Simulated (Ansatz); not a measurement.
# C2H3F2In: a ladder of functionals and wavefunction methods

An exercise on one series of results from a longer session: the logs are not shown, and one member is left open.

Method: functionals in def2-TZVPP, the program's frozen cores in correlated methods; program: Ansatz 0.2.0, Gaussian basis.

Plan: LDA (SPW92), PBE-D4, revPBE-D4, BLYP-D4, r2SCAN-D4, B97M-V, PBE0-D4, B3LYP-D4, r2SCANh-D4, r2SCAN0-D4, HSE06-D4, BHLYP-D4, CAM-B3LYP-D4, LC-ωPBE, ωB97X-V, ωB97M-V, B2PLYP, PBE-QIDH; CCSD(T)/def2-SVP; CCSD(T)/def2-TZVPP; CCSD(T)/def2-QZVPP; extrapolation to the limit; RPA on PBE.

## Structure used throughout

All runs share one geometry, relaxed beforehand with PBE0-D4 in a triple-zeta def2 set. In takes the def2 core potential; no spin-orbit term is included.

SMILES `C=[CH][In]([F])[F]`, 8 atoms, charge 0, spin multiplicity 1.

Atoms are counted from 1 here; the program's logs count them from 0.

Bond lengths: C1–C2 1.328 Å, C1–H6 1.088 Å, C1–H7 1.086 Å, C2–In3 2.099 Å, C2–H8 1.085 Å, In3–F4 1.938 Å, In3–F5 1.944 Å. Angles: C2–C1–H6 121.0°, C2–C1–H7 123.0°, H6–C1–H7 116.0°, C1–C2–In3 121.0°, C1–C2–H8 120.4°, In3–C2–H8 118.6°, C2–In3–F4 129.8°, C2–In3–F5 122.4°, F4–In3–F5 107.8°.

Set-up of the first run:

Contents of in.yaml:

```yaml
crystal:
  periodic: [false, false, false]
  atoms:
    - {symbol: C, position_ang: [0.046506, 0.937642, 1.199923]}
    - {symbol: C, position_ang: [-0.561403, -0.067600, 0.580531]}
    - {symbol: In, position_ang: [0.153952, -0.798988, -1.252265]}
    - {symbol: F, position_ang: [-0.524728, -2.231998, -2.367402]}
    - {symbol: F, position_ang: [1.723586, -0.057857, -2.128331]}
    - {symbol: H, position_ang: [-0.324783, 1.318550, 2.148947]}
    - {symbol: H, position_ang: [0.930077, 1.428042, 0.803484]}
    - {symbol: H, position_ang: [-1.443217, -0.527791, 1.015123]}
basis:
  gaussian: {orbitals: def2-TZVPP}
hamiltonian: {xc: lda}
output: {orbitals: {seedname: orbitals}}
```

Started as:

```sh
$ ansatz run in.yaml --threads 2 --pin off --events-out ev --progress --plain --max-ram 32768MiB --backend cpu
```

Among the steps run: LDA; PBE-D4 (GGA); revPBE-D4 (GGA); BLYP-D4 (GGA); r2SCAN-D4 (meta-GGA); B97M-V (meta-GGA); B3LYP-D4 (hybrid); r2SCANh-D4 (hybrid); r2SCAN0-D4 (hybrid); HSE06-D4 (hybrid); BHLYP-D4 (hybrid); CAM-B3LYP-D4 (range-separated); LC-ωPBE (range-separated); ωB97X-V (range-separated); ωB97M-V (range-separated); B2PLYP (double hybrid); PBE-QIDH (double hybrid).

One of the session's tables, all rows but one given; the rest of the session is left out.

It belongs to the step «Frontier levels by functional». 

| functional | HOMO (eV) | LUMO (eV) | gap (eV) |
| --- | --- | --- | --- |
| LDA (SPW92) | ? | ? | ? |
| PBE-D4 | -7.66 | -2.69 | 4.97 |
| revPBE-D4 | -7.58 | -2.57 | 5.01 |
| BLYP-D4 | -7.58 | -2.62 | 4.97 |
| r2SCAN-D4 | -7.97 | -2.51 | 5.46 |
| B97M-V | -8.01 | -2.54 | 5.47 |
| PBE0-D4 | -9.03 | -1.85 | 7.18 |
| B3LYP-D4 | -8.79 | -2.12 | 6.67 |
| r2SCANh-D4 | -8.51 | -2.20 | 6.31 |
| r2SCAN0-D4 | -9.19 | -1.75 | 7.44 |
| HSE06-D4 | -8.62 | -2.22 | 6.40 |
| BHLYP-D4 | -9.99 | -1.07 | 8.92 |
| CAM-B3LYP-D4 | -10.38 | -0.92 | 9.45 |
| LC-ωPBE | -11.73 | 0.27 | 11.99 |
| ωB97X-V | -11.36 | 0.15 | 11.51 |
| ωB97M-V | -11.28 | -0.09 | 11.19 |

Q: Estimate the row for LDA (SPW92) from the others.

The run gave: HOMO (eV): -7.89; LUMO (eV): -2.99; gap (eV): 4.89. In the column «HOMO (eV)» it lies between r2SCAN-D4 (-7.97) and PBE-D4 (-7.66).
